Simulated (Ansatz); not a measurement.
# AsGeH5, SMILES [GeH3][AsH2]: a geometry optimisation

With Ansatz's Python interface.

Notebook, run cell by cell (the value of a cell's last expression is shown):

**Cell 1**
```python
import itertools

import ansatz as az
from ase import Atoms
from ase.data import atomic_numbers, covalent_radii
import numpy as np
import pandas as pd

atoms = Atoms(['Ge', 'As', 'H', 'H', 'H', 'H', 'H'], positions=[
    (-0.3509, -0.6643, -0.4841),
    (0.6675, 1.4434, 0.086),
    (-0.5451, -1.5118, 0.7514),
    (-1.7425, -0.3167, -1.0554),
    (0.4427, -1.357, -1.5921),
    (-0.2262, 1.6324, 1.3549),
    (1.8158, 0.7061, 0.8936),
])
mol = az.Crystal.molecule_from_ase(atoms)
```

**Cell 2**
```python
job = mol.calculation().basis(gaussian='def2-SVP').correlation('mp2')
symbols = [site.symbol for site in mol.cartesian_sites]
start = np.array([site.position_ang for site in mol.cartesian_sites], dtype=float)
data = job.relax(force_tolerance=0.005).run(threads=1).report
end = np.array(data['positions_ang'])
```

**Cell 3**
```python
print('reference energy %16.6f eV' % data['reference_energy_ev'])
print('total energy     %16.6f eV' % data['free_energy_ev'])
print('occupied orbitals outside the frozen core (up, down):', data['n_occupied'], ' frozen:', data['n_frozen'], ' virtual:', data['n_virtual'])
```
Output:
```text
reference energy   -117333.612746 eV
total energy       -117346.708968 eV
occupied orbitals outside the frozen core (up, down): [17, 17]  frozen: 18  virtual: [54, 54]
```

**Cell 4**
```python
# pairs closer than 1.2 times the sum of covalent radii, before or after
radius = [covalent_radii[atomic_numbers[s]] for s in symbols]
span = lambda where, i, j: np.linalg.norm(where[i] - where[j])
bonded = [(i, j) for i, j in itertools.combinations(range(len(symbols)), 2) if min(span(start, i, j), span(end, i, j)) < 1.2 * (radius[i] + radius[j])]
print('pair        before    after (A)')
for i, j in bonded:
    print(f'{symbols[i]}{i}-{symbols[j]}{j}'.ljust(10), f'{span(start, i, j):8.4f} {span(end, i, j):8.4f}')
```
Output:
```text
pair        before    after (A)
Ge0-As1      2.4093   2.4268
Ge0-H2       1.5108   1.5267
Ge0-H3       1.5439   1.5266
Ge0-H4       1.5288   1.5266
As1-H5       1.5635   1.5092
As1-H6       1.5857   1.5092
```

**Cell 5**
```python
charges = data['charge_distribution']
table = pd.DataFrame({'atom': symbols, 'mulliken': charges['mulliken_charges_e'], 'lowdin': charges['lowdin_charges_e']})
print(table.round(3).to_string())
print('dipole (e A):', np.round(charges['dipole_moment_e_ang'], 4) + 0.0)
with open('asgeh5_opt.xyz', 'w') as handle:
    handle.write(f'{len(symbols)}\nrelaxed AsGeH5\n')
    handle.writelines(f'{s:2s} {x:11.6f} {y:11.6f} {z:11.6f}\n' for s, (x, y, z) in zip(symbols, end))
```
Output:
```text
  atom  mulliken  lowdin
0   Ge     0.324   0.130
1   As    -0.039   0.124
2    H    -0.084  -0.066
3    H    -0.081  -0.062
4    H    -0.081  -0.062
5    H    -0.019  -0.033
6    H    -0.019  -0.033
dipole (e A): [-0.0209 -0.0882  0.0874]
```

File `asgeh5_opt.xyz` afterwards:
```text
7
relaxed AsGeH5
Ge   -0.386736   -0.646991   -0.477941
As    0.698021    1.444157    0.104887
H    -0.552501   -1.584299    0.715714
H    -1.761746   -0.327328   -1.058971
H     0.453068   -1.340953   -1.547367
H    -0.169131    1.639483    1.324567
H     1.780325    0.748030    0.893410
```

What to keep in mind:
- These settings explore the input space; basis and method may be short of convergence.
- The end point is the stationary point reached from this start; no frequency run checks that it is a minimum, and the basis set is modest.
- The Löwdin charges here are taken after orthogonalising the functions within each atom; they differ from plain Löwdin charges, and their signs can be unphysical.
- Hardware and time: 22 s on 1 thread of AMD EPYC 9B14 (Zen 4), with other jobs on the host, peak memory 0.32 GiB.
